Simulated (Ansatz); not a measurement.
# Al2Cl2F2H2: small, medium and large basis sets

Aim: see how fast density functionals converge with the basis set for Al2Cl2F2H2.

Computed with Ansatz 0.2.0, Gaussian basis. Level: one geometry, several basis sets.

Plan: PBE0-D4/def2-SVP; ωB97M-V/def2-SVP; PBE0-D4/def2-QZVPP; ωB97M-V/def2-QZVPP; the functionals' def2-TZVPP values are taken from earlier runs.

## 1. The relaxed structure

The geometry comes from an earlier relaxation with PBE0-D4 in a triple-zeta def2 set; it is a stationary point, not always the lowest conformer.

8 atoms, charge 0, spin multiplicity 1.

Atoms are counted from 1 here; the program's logs count them from 0.

Bond lengths: F1–Al2 1.644 Å, Al2–Cl3 2.279 Å, Al2–Cl6 2.279 Å, Al2–H7 1.560 Å, Cl3–Al4 2.279 Å, Al4–F5 1.644 Å, Al4–Cl6 2.279 Å, Al4–H8 1.560 Å. Angles: F1–Al2–Cl3 106.9°, F1–Al2–Cl6 106.8°, F1–Al2–H7 123.3°, Cl3–Al2–Cl6 91.3°, Cl3–Al2–H7 111.9°, Cl6–Al2–H7 111.8°, Al2–Cl3–Al4 88.7°, Cl3–Al4–F5 106.9°, Cl3–Al4–Cl6 91.3°, Cl3–Al4–H8 111.8°, F5–Al4–Cl6 106.8°, F5–Al4–H8 123.3°, Cl6–Al4–H8 111.8°, Al2–Cl6–Al4 88.7°.

## 2. PBE0-D4 in def2-SVP

Input file in.yaml:

```yaml
crystal:
  periodic: [false, false, false]
  atoms:
    - {symbol: F, position_ang: [1.586968, -1.891906, 1.142523]}
    - {symbol: Al, position_ang: [1.483238, -0.437974, 0.381598]}
    - {symbol: Cl, position_ang: [0.153203, -0.740450, -1.443983]}
    - {symbol: Al, position_ang: [-1.483038, 0.437724, -0.381962]}
    - {symbol: F, position_ang: [-1.594454, 1.891514, -1.142028]}
    - {symbol: Cl, position_ang: [-0.150471, 0.746139, 1.440848]}
    - {symbol: H, position_ang: [2.724352, 0.449259, 0.055275]}
    - {symbol: H, position_ang: [-2.719808, -0.454305, -0.052271]}
basis:
  gaussian: {orbitals: def2-SVP}
hamiltonian: {xc: pbe0, dispersion: d4}
output: {orbitals: {seedname: orbitals}}
```

Command:

```sh
$ ansatz run in.yaml --threads 4 --pin off --events-out ev --progress --plain --max-ram 10444MiB
```

The runs that follow: ωB97M-V in def2-SVP; PBE0-D4 in def2-QZVPP; ωB97M-V in def2-QZVPP.

Before running them: what should the planned runs give, taken together? Wanted: PBE0-D4: double and triple zeta above quadruple; ωB97M-V: double and triple zeta above quadruple.

**Answer**, as computed:

| quantity | value |
| --- | --- |
| PBE0-D4: double and triple zeta above quadruple | 21.67, 1.48 eV |
| ωB97M-V: double and triple zeta above quadruple | 21.54, 1.40 eV |

For PBE0-D4 the step from double to triple zeta gains 20.19 eV and the next only 1.48 eV. These are total energies; as a rule much of such shifts cancels in differences, which this series doesn't test. The LUMO of ωB97M-V is positive and keeps falling with the basis (1.49 to 0.71 eV): an unbound level that the basis holds in place.
